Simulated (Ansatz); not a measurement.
**AlH₃OSe (SMILES [AlH2][O][SeH]): one structure at several levels**

Aim: energy, forces and dipole at a structure displaced at random from a GFN2-xTB minimum, from CCSD(T) and from density functionals.

Method: single points in def2-TZVPP; program: Ansatz 0.2.0, Gaussian basis.

Correlated methods freeze the cores. Filled d shells of the heavier atoms are correlated.

### 1 Where the work starts

SMILES `[AlH2][O][SeH]`, 6 atoms, charge 0, spin multiplicity 1.

Atoms are counted from 1 here; the program's logs count them from 0.

Bond lengths: Al1–O2 1.620 Å, Al1–H4 1.483 Å, Al1–H5 1.580 Å, O2–Se3 1.819 Å, Se3–H6 1.451 Å. Angles: O2–Al1–H4 121.4°, O2–Al1–H5 117.7°, H4–Al1–H5 119.7°, Al1–O2–Se3 175.7°, O2–Se3–H6 100.1°.

Geometry (Å):

```
Al   -1.0281   -0.1186   -0.6490
O     0.2305   -0.2510    0.3628
Se    1.7230   -0.3577    1.3963
H    -1.9126   -1.2742   -0.9363
H    -1.4739    1.3342   -1.0812
H     2.5374    0.6698    0.7752
```

### 2 CCSD(T)/def2-TZVPP

run/in.yaml reads:

```yaml
crystal:
  periodic: [false, false, false]
  atoms:
    - {symbol: Al, position_ang: [-1.028100, -0.118600, -0.649000]}
    - {symbol: O, position_ang: [0.230500, -0.251000, 0.362800]}
    - {symbol: Se, position_ang: [1.723000, -0.357700, 1.396300]}
    - {symbol: H, position_ang: [-1.912600, -1.274200, -0.936300]}
    - {symbol: H, position_ang: [-1.473900, 1.334200, -1.081200]}
    - {symbol: H, position_ang: [2.537400, 0.669800, 0.775200]}
basis:
  gaussian: {orbitals: def2-TZVPP}
correlation: {method: ccsd_t}
output: {forces: true}
```

The command line of these runs was not kept.

### 3 PBE0-D4/def2-TZVPP

run/in.yaml, as its differences from that of step 2:

```diff
@@ -11,3 +11,3 @@
   gaussian: {orbitals: def2-TZVPP}
-correlation: {method: ccsd_t}
-output: {forces: true}
+hamiltonian: {xc: pbe0, dispersion: d4}
+output: {forces: true, orbitals: {seedname: orbitals}}
```

### 4 wB97M-V/def2-TZVPP

run/in.yaml, as its differences from that of step 3:

```diff
@@ -11,3 +11,3 @@
   gaussian: {orbitals: def2-TZVPP}
-hamiltonian: {xc: pbe0, dispersion: d4}
-output: {forces: true, orbitals: {seedname: orbitals}}
+hamiltonian: {xc: {name: wB97M-V}}
+output: {forces: true}
```

### 5 r2SCAN-D4/def2-TZVPP

run/in.yaml, as its differences from that of step 4:

```diff
@@ -11,3 +11,3 @@
   gaussian: {orbitals: def2-TZVPP}
-hamiltonian: {xc: {name: wB97M-V}}
+hamiltonian: {xc: r2scan, dispersion: d4}
 output: {forces: true}
```

### 6 PBE-D4/def2-TZVPP

run/in.yaml, as its differences from that of step 5:

```diff
@@ -11,3 +11,3 @@
   gaussian: {orbitals: def2-TZVPP}
-hamiltonian: {xc: r2scan, dispersion: d4}
+hamiltonian: {xc: pbe, dispersion: d4}
 output: {forces: true}
```

### 7 BHLYP-D4/def2-TZVPP

run/in.yaml, as its differences from that of step 6:

```diff
@@ -11,3 +11,3 @@
   gaussian: {orbitals: def2-TZVPP}
-hamiltonian: {xc: pbe, dispersion: d4}
+hamiltonian: {xc: {name: BHLYP}, dispersion: d4}
 output: {forces: true}
```

### 8 SPW92/def2-TZVPP

run/in.yaml, as its differences from that of step 7:

```diff
@@ -11,3 +11,3 @@
   gaussian: {orbitals: def2-TZVPP}
-hamiltonian: {xc: {name: BHLYP}, dispersion: d4}
+hamiltonian: {xc: lda}
 output: {forces: true}
```

(Steps that only read results are left out.)

Before running it: what results should come out? Wanted: energy less free atoms, CCSD(T)/def2-TZVPP; RMS force component; RMS force error; HOMO and LUMO, PBE0-D4; T1 diagnostic.

The runs gave:

```
                                  quantity                                                                                          value
energy less free atoms, CCSD(T)/def2-TZVPP                                                                                 -1539.2 kJ/mol
                       RMS force component                                                           1.006 to 1.053 eV/Å over the methods
                           RMS force error  PBE0-D4 0.086, wB97M-V 0.043, r2SCAN-D4 0.076, PBE-D4 0.199, BHLYP-D4 0.146, SPW92 0.179 eV/Å
                    HOMO and LUMO, PBE0-D4                                                                             -6.63 and -1.58 eV
                             T1 diagnostic                                                                                          0.012
```

**Reading.** Against CCSD(T) the functionals' energies less atoms differ by -295.1 to +20.4 kJ/mol, PBE-D4 by -50.4 kJ/mol. A larger basis would deepen the CCSD(T) value, while the functionals are nearly converged already, so the order here is not reliable. The forces of wB97M-V come nearest to CCSD(T), those of PBE-D4 are farthest. Frozen-core CCSD(T) forces in triple zeta carry basis errors of their own, and this is one geometry, so small gaps rank nothing.
